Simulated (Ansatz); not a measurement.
# CH₁₀Si₃: a ladder of functionals and wavefunction methods

How much do the methods differ for CH₁₀Si₃? The plan is to run it at one geometry with functionals of several rungs and with coupled cluster. The yardstick is the atomisation energy at the CCSD(T) limit.

Computed with Ansatz 0.2.0, Gaussian basis. Level: functionals in def2-TZVPP, the program's frozen cores in correlated methods.

Levels to be run: LDA (SPW92), PBE-D4, revPBE-D4, BLYP-D4, r2SCAN-D4, B97M-V, PBE0-D4, B3LYP-D4, r2SCANh-D4, r2SCAN0-D4, HSE06-D4, BHLYP-D4, CAM-B3LYP-D4, LC-ωPBE, ωB97X-V, ωB97M-V, B2PLYP, PBE-QIDH; CCSD(T)/def2-SVP; CCSD(T)/def2-TZVPP; MP2/def2-QZVPP; extrapolation to the limit; RPA on PBE.

**1. Structure used throughout**

All runs share one geometry, relaxed beforehand with PBE0-D4 in a triple-zeta def2 set.

SMILES `C[SiH2][SiH2][SiH3]`, 14 atoms, charge 0, spin multiplicity 1.

Atoms are counted from 1 here; the program's logs count them from 0.

Bond lengths: C1–Si2 1.876 Å, C1–H5 1.092 Å, C1–H6 1.092 Å, C1–H7 1.092 Å, Si2–Si3 2.340 Å, Si2–H8 1.491 Å, Si2–H9 1.491 Å, Si3–Si4 2.338 Å, Si3–H10 1.492 Å, Si3–H11 1.492 Å, Si4–H12 1.488 Å, Si4–H13 1.488 Å, Si4–H14 1.488 Å. Angles: Si2–C1–H5 110.7°, Si2–C1–H6 110.6°, Si2–C1–H7 110.7°, H5–C1–H6 108.3°, H5–C1–H7 108.1°, H6–C1–H7 108.3°, C1–Si2–Si3 112.5°, C1–Si2–H8 110.2°, C1–Si2–H9 110.2°, Si3–Si2–H8 108.2°, Si3–Si2–H9 108.1°, H8–Si2–H9 107.3°, Si2–Si3–Si4 110.8°, Si2–Si3–H10 110.0°, Si2–Si3–H11 110.0°, Si4–Si3–H10 109.2°, Si4–Si3–H11 109.2°, H10–Si3–H11 107.6° and more.

**2. LDA**

This LDA is Slater exchange with PW92 correlation.

Contents of in.yaml:

```yaml
crystal:
  periodic: [false, false, false]
  atoms:
    - {symbol: C, position_ang: [-0.887762, 2.554974, 0.066859]}
    - {symbol: Si, position_ang: [-0.913938, 0.728549, -0.361569]}
    - {symbol: Si, position_ang: [0.954029, -0.413896, 0.464792]}
    - {symbol: Si, position_ang: [0.860731, -2.679087, -0.106473]}
    - {symbol: H, position_ang: [-0.873118, 2.697935, 1.149389]}
    - {symbol: H, position_ang: [-1.771925, 3.057004, -0.332665]}
    - {symbol: H, position_ang: [-0.002034, 3.037513, -0.351668]}
    - {symbol: H, position_ang: [-0.953022, 0.546146, -1.840655]}
    - {symbol: H, position_ang: [-2.136710, 0.084854, 0.197876]}
    - {symbol: H, position_ang: [2.203382, 0.182309, -0.091417]}
    - {symbol: H, position_ang: [1.015328, -0.283446, 1.949689]}
    - {symbol: H, position_ang: [2.040919, -3.422526, 0.411917]}
    - {symbol: H, position_ang: [-0.370819, -3.293292, 0.459394]}
    - {symbol: H, position_ang: [0.822039, -2.826336, -1.586672]}
basis:
  gaussian: {orbitals: def2-TZVPP}
hamiltonian: {xc: lda}
output: {orbitals: {seedname: orbitals}}
```

Started as:

```sh
$ ansatz run in.yaml --threads 4 --pin off --events-out ev --progress --plain --max-ram 10444MiB
```

After this run come: PBE-D4 (GGA); revPBE-D4 (GGA); BLYP-D4 (GGA); r2SCAN-D4 (meta-GGA); B97M-V (meta-GGA); PBE0-D4 (hybrid); B3LYP-D4 (hybrid); r2SCANh-D4 (hybrid); r2SCAN0-D4 (hybrid); HSE06-D4 (hybrid); BHLYP-D4 (hybrid); CAM-B3LYP-D4 (range-separated); LC-ωPBE (range-separated); ωB97X-V (range-separated); ωB97M-V (range-separated); B2PLYP (double hybrid); PBE-QIDH (double hybrid); CCSD(T) in def2-SVP; CCSD(T) in def2-TZVPP; MP2 in def2-QZVPP; RPA on PBE orbitals.

Q: Predict the results of all the runs planned. Wanted: atomisation energy, CCSD(T)/CBS; farthest beyond LDA; mean size of error, GGA; mean size of error, meta-GGA; mean size of error, hybrid; mean size of error, range-separated; mean size of error, double hybrid; gap, smallest and largest; T1 diagnostic.

**Answer**, as computed:

| quantity | value |
| --- | --- |
| atomisation energy, CCSD(T)/CBS | 4406.7 kJ/mol |
| functionals within 22.0 kJ/mol (0.5 %) | r2SCAN-D4, B3LYP-D4, r2SCANh-D4, CAM-B3LYP-D4, ωB97M-V |
| farthest beyond LDA | revPBE-D4 (-91.5 kJ/mol) |
| mean size of error, GGA | 63.3 kJ/mol |
| mean size of error, meta-GGA | 14.1 kJ/mol |
| mean size of error, hybrid | 26.2 kJ/mol |
| mean size of error, range-separated | 24.8 kJ/mol |
| mean size of error, double hybrid | 60.6 kJ/mol |
| gap, smallest and largest | 5.65 eV (LDA (SPW92)), 12.22 eV (LC-ωPBE) |
| T1 diagnostic | 0.0124 |
| triples share of the correlation energy | 3.5 % |

**Reading.** The LDA atomisation energy is off by 433.5 kJ/mol (10 %): it overbinds. PBE-D4 is off by -37.2 kJ/mol. Double hybrids carry the basis error of their MP2 part in triple zeta, and no dispersion term here, so their miss is partly the set-up's. By mean error the best rung here is meta-GGA (14.1 kJ/mol) and the worst beyond LDA is GGA (63.3 kJ/mol). double hybrid functionals lie within the reference's doubt of that worst mean (60.6 kJ/mol), so those two tie. The gap between the best rungs is small, so their order is not settled. The reference freezes the cores and leaves out relativity and excitations past (T), so misses under about 22.0 kJ/mol can't be ranked. Hartree-Fock recovers 77 % of the binding; the rest is correlation. CCSD(T) in def2-SVP is off by -262.9 kJ/mol, which most functionals beat. The gap grows from 5.6 to 12.2 eV across the functionals, mostly with the share of exact exchange.
